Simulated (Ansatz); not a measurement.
**ClGaHO: harmonic frequencies at the relaxed geometry from a Python script**

A script is to give harmonic frequencies at the relaxed geometry; the system is ClGaHO.

Computed with the Python package of Ansatz 0.2.0. Level of theory: B3LYP/def2-SVP.

## (1) The system

Bond lengths: O1–Ga2 1.786 Å, Ga2–Cl3 2.286 Å, O1–H4 1.037 Å. Angles: O1–Ga2–Cl3 92.3°, Ga2–O1–H4 125.3°.

The script reads clgaho.xyz:

```xyz
4

O     0.79890   -0.10130   -0.58230
Ga   -0.32470   -1.07560    0.40620
Cl   -1.92460    0.55720    0.36610
H     1.50590    0.55950   -0.21030
```

## (2) The code

File clgaho.py:

```python
import ansatz
import numpy as np

BASIS_SET = "def2-SVP"
XC = "b3lyp"

mol = ansatz.Crystal.molecule_from_extxyz("clgaho.xyz")

calculation = (
    mol.calculation()
    .basis(gaussian=BASIS_SET)
    .functional(XC)
    .spin("collinear", total=1)
)
symbols = [site.symbol for site in mol.cartesian_sites]
start = np.array([site.position_ang for site in mol.cartesian_sites], dtype=float)
def progress(event):
    if event["event"] == "relax_step":
        row = event["data"]
        print(f"step {row['step']:3d}  E = {row['lagrangian_ev']:.6f} eV  max force {row['allowed_force_max_ev_ang']:.4f} eV/A")


report = calculation.relax(force_tolerance=0.003).session().plan().execute(on_event=progress).report
end = np.array(report["positions_ang"])

print("bond        before    after (A)")
for i, j in [(0, 1), (0, 3), (1, 2)]:
    d0, d1 = (np.linalg.norm(xyz[i] - xyz[j]) for xyz in (start, end))
    print(f"{symbols[i]}{i}-{symbols[j]}{j}".ljust(10), f"{d0:8.4f} {d1:8.4f}")

minimum = ansatz.Crystal.molecule()
for symbol, xyz in zip(symbols, end):
    minimum = minimum.atom(symbol, xyz.tolist())
vibrating = (
    minimum.calculation()
    .basis(gaussian=BASIS_SET)
    .functional(XC)
    .spin("collinear", total=1)
    .phonons(temperatures=(100, 500, 100))
)
vib = vibrating.run(threads=1).report["vibrations"]
sums = vib["harmonic_sums"]
modes = [m["omega_inv_cm"] for m in sums["modes_at_gamma"] if m["rigid_motion"] == "no"]
print("frequencies (1/cm):", " ".join(f"{w:.0f}" for w in modes))
print("imaginary modes:", sum(w < 0 for w in modes), " zero-point energy:", round(sums["zero_point_energy_ev"], 4), "eV")
print("T (K)   F_vib (eV)   S_vib (meV/K)   C_vib (meV/K)")
for row in zip(sums["temperatures_k"], sums["vibrational_free_energy_ev"], vib["entropy_ev_per_k"], vib["heat_capacity_ev_per_k"]):
    print(f"{row[0]:6.1f} {row[1]:11.4f} {1000 * row[2]:13.4f} {1000 * row[3]:15.4f}")
```

## (3) What the engine is handed

The engine receives this input (first run):

```yaml
crystal:
  periodic: [false, false, false]
  atoms:
    - { symbol: O, position_ang: [0.7989, -0.1013, -0.5823] }
    - { symbol: Ga, position_ang: [-0.3247, -1.0756, 0.4062] }
    - { symbol: Cl, position_ang: [-1.9246, 0.5572, 0.3661] }
    - { symbol: H, position_ang: [1.5059, 0.5595, -0.2103] }
basis:
  gaussian:
    orbitals: def2-SVP
hamiltonian:
  xc: b3lyp
magnetization:
  spin_polarized: true
  initial_magnetization: 1.0
relax:
  f_tol: 0.003
```

## (4) Running it

Started as:

```
python clgaho.py
```

Q: Predict the main results. Wanted: moves of the relaxation of run 1; energy gained in run 1; last largest force component of run 1; highest frequency; imaginary modes; zero-point energy.

The runs gave:

```
                             quantity        value
                        runs compared            2
     moves of the relaxation of run 1            8
               energy gained in run 1     0.585 eV
last largest force component of run 1  0.0025 eV/Å
                    highest frequency    3788 cm⁻¹
                      imaginary modes            0
                    zero-point energy     0.372 eV
```

**Reading.** Run 1: The relaxation took 8 moves; the largest shift is 0.545 Å, of atom 1 (O). All frequencies are real, so the geometry is a minimum. The values are harmonic; measured fundamentals also hold anharmonic shifts, mostly downward for stretches. Notes:
- The frequencies are harmonic and unscaled, in a modest basis. The result belongs to the one conformer reached from this start, and soft torsions count as harmonic oscillators.
- The species is open-shell (spin multiplicity 2).
- b3lyp holds the VWN-RPA fit, as in Gaussian; the form of ORCA and Turbomole is b3lyp5.
